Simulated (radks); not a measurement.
# Excited configurations of Eu³⁺

Aim: excitation energies and quantum defects of the outer electron of Eu³⁺, by total-energy differences.

Method: scalar-relativistic Kohn-Sham, PBE, spin-polarised, spherical densities, point nucleus; open shells are filled with parallel spins first. Code: radks (a radial shooting solver on a logarithmic mesh, Libxc functionals) version 1.

## Step 1: The atom as given

- element: europium (Z = 63)
- charge: +3
- electrons: 60
- configuration: [Xe] 4f6

Outer shells as boxes (Hund's rule):

Eu³⁺
```
[Xe] core
4f [↑ ][↑ ][↑ ][↑ ][↑ ][↑ ][  ]
```

## Step 2: Ground configuration: [Xe] 4f6

The run's settings:

```text
Z 63
configuration [Xe] 4f6
relativity scalar-relativistic
functional pbe,pbe
spin polarised
nucleus point
c 137.035999084
```

## Step 3: The ion: [Xe] 4f5

The run's settings:

```text
Z 63
configuration [Xe] 4f5
relativity scalar-relativistic
functional pbe,pbe
spin polarised
nucleus point
c 137.035999084
```

## Step 4: Outer electron in 5f: [Xe] 4f5 5f1

The run's settings:

```text
Z 63
configuration [Xe] 4f5 5f1
relativity scalar-relativistic
functional pbe,pbe
spin polarised
nucleus point
c 137.035999084
```

## Step 5: Outer electron in 6d: [Xe] 4f5 6d1

The run's settings:

```text
Z 63
configuration [Xe] 4f5 6d1
relativity scalar-relativistic
functional pbe,pbe
spin polarised
nucleus point
c 137.035999084
```

## Step 6: Outer electron in 6f: [Xe] 4f5 6f1

The run's settings:

```text
Z 63
configuration [Xe] 4f5 6f1
relativity scalar-relativistic
functional pbe,pbe
spin polarised
nucleus point
c 137.035999084
```

## Step 7: Outer electron in 7s: [Xe] 4f5 7s1

The run's settings:

```text
Z 63
configuration [Xe] 4f5 7s1
relativity scalar-relativistic
functional pbe,pbe
spin polarised
nucleus point
c 137.035999084
```

## Step 8: Outer electron in 7d: [Xe] 4f5 7d1

The run's settings:

```text
Z 63
configuration [Xe] 4f5 7d1
relativity scalar-relativistic
functional pbe,pbe
spin polarised
nucleus point
c 137.035999084
```

What does the calculation give? Wanted: for each run, outer orbital; excitation; binding; n*; quantum defect; <r>.

As calculated:

| outer orbital | excitation (eV) | binding (eV) | n* | quantum defect | <r> (bohr) |
| --- | --- | --- | --- | --- | --- |
| 5f | 29.954 | 14.501 | 3.875 | 1.125 | 4.128 |
| 6d | 28.562 | 15.893 | 3.701 | 2.299 | 4.662 |
| 6f | 34.832 | 9.623 | 4.756 | 1.244 | 7.219 |
| 7s | 28.932 | 15.523 | 3.745 | 3.255 | 5.474 |
| 7d | 34.470 | 9.985 | 4.669 | 2.331 | 7.778 |

In words: Binding is E(ion) − E, and n* = 4/√(2·binding) in atomic units. The Δ-SCF energy to the ion that was run is 44.455 eV (NIST's first ionisation energy, to the ion's ground state: 42.9 eV, semi-empirical). Mean quantum defects: f 1.18, d 2.31, s 3.26. They fall with l, since high-l orbitals stay out of the core. Self-interaction in the functional shifts them, so they are the method's values and not measured ones. Open shells are spherical and high-spin; term and fine-structure splittings are not resolved. Spin-orbit splitting is averaged out at the scalar-relativistic level.
